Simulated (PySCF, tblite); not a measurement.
**C₇H₁₃ClOSi: geometry, infrared bands and NMR shifts**

Wanted: the infrared bands and NMR shifts of C₇H₁₃ClOSi (`CC(C)COC1=C([SiH2]Cl)C1`), by calculation.

The runs use tblite 0.8.0 and PySCF 2.14.0, with density-fitted response routines of our own; the level of theory stands in each step. All values are computed, except where a source is named. Atoms count from 0, in the outputs and in this text.

**1. The molecule as given**

23 atoms, charge 0, multiplicity 1; geometry from: force field or distance geometry start.

Bonds of the start (Å): C0–C1 1.55, C1–C2 1.52, C1–C3 1.54, C3–O4 1.43, O4–C5 1.37, C5–C6 1.33, C6–Si7 1.76, Si7–Cl8 2.04, C6–C9 1.42, C9–C5 1.45, C0–H10 1.10, C0–H11 1.10, C0–H12 1.08, C1–H13 1.09, C2–H14 1.11, C2–H15 1.10, C2–H16 1.10, C3–H17 1.08, C3–H18 1.11, Si7–H19 1.49, Si7–H20 1.49, C9–H21 1.08, C9–H22 1.07.

**2. Relaxing the molecule with GFN2-xTB**

What the job is given:

```
{"job": {"kind": "relax", "xc": "GFN2-xTB", "basis": "xTB"}, "charge": 0, "multiplicity": 1}
C     -1.428400    -1.650200     0.891400
C     -1.936100    -0.395100     0.146800
C     -3.225400     0.096900     0.779100
C     -0.872400     0.718400     0.158700
O      0.290700     0.248800    -0.518900
C      1.248100     1.220800    -0.474300
C      2.519100     0.946100    -0.181500
Si     3.377600    -0.474300     0.406000
Cl     5.282200     0.191500     0.733800
C      2.269400     1.526600    -1.451200
H     -2.204200    -2.433600     0.879200
H     -1.202100    -1.425900     1.939100
H     -0.543000    -2.054400     0.429700
H     -2.120000    -0.688100    -0.887600
H     -3.619600     0.978100     0.231400
H     -3.094300     0.394500     1.833700
H     -4.003200    -0.674600     0.747400
H     -1.266800     1.596800    -0.338500
H     -0.615000     0.978600     1.207900
H      3.467900    -1.565000    -0.600300
H      2.851600    -0.989600     1.699800
H      2.517300     2.574300    -1.580300
H      2.302000     0.906400    -2.321100
```

Run with:

```bash
OMP_NUM_THREADS=1 python probes_run.py task.json out
```

The driver reads the jobs from task.json and runs them one after another.

**Question.** This job is followed by: GFN2-xTB harmonic vibrations, gas phase; GIAO PBE0/pcSseg-1 NMR shielding, non-relativistic, gas phase. Predict these results of the whole session: strongest single infrared mode (GFN2-xTB); zero-point energy (GFN2-xTB); ¹³C shifts against TMS (PBE0/pcSseg-1, means over atoms taken as alike); ¹H shifts against TMS (PBE0/pcSseg-1, means over atoms taken as alike); ¹⁷O shifts against H2O (PBE0/pcSseg-1); ²⁹Si shifts against TMS (PBE0/pcSseg-1); ³⁵Cl shifts against HCl (PBE0/pcSseg-1).

The runs gave:

| quantity | value |
| --- | --- |
| strongest single infrared mode (GFN2-xTB) | 1894 cm⁻¹, 807 km/mol |
| zero-point energy (GFN2-xTB) | 113.3 kcal/mol |
| ¹³C shifts against TMS (PBE0/pcSseg-1, means over atoms taken as alike) | 169.3, 84.0, 68.6, 35.9, 21.9, 18.7 ppm |
| ¹H shifts against TMS (PBE0/pcSseg-1, means over atoms taken as alike) | 5.51, 4.09, 2.00, 1.79, 0.90 ppm |
| ¹⁷O shifts against H2O (PBE0/pcSseg-1) | 145.6 ppm |
| ²⁹Si shifts against TMS (PBE0/pcSseg-1) | -37.9 ppm |
| ³⁵Cl shifts against HCl (PBE0/pcSseg-1) | -58 ppm |

In words: Relaxing lowered the energy by 1.943 eV in 229 steps; the close pair that moved most is C6–C9, from 1.418 to 1.534 Å. All 63 modes are real, so the xTB geometry is a minimum. The strongest single mode, at 1894 cm⁻¹, moves mainly C5 and C6. GFN2-xTB is a fitted tight-binding method: band positions and strengths are rough. Its intensities can rank the bands wrongly. The most deshielded carbon is C5 (alkene carbon bearing oxygen), at 169.3 ppm: an sp2 carbon further deshielded by the attached heteroatom. At PBE0/pcSseg-1: Shielding is most anisotropic at O4 (span 239 ppm, paramagnetic term -207 ppm).
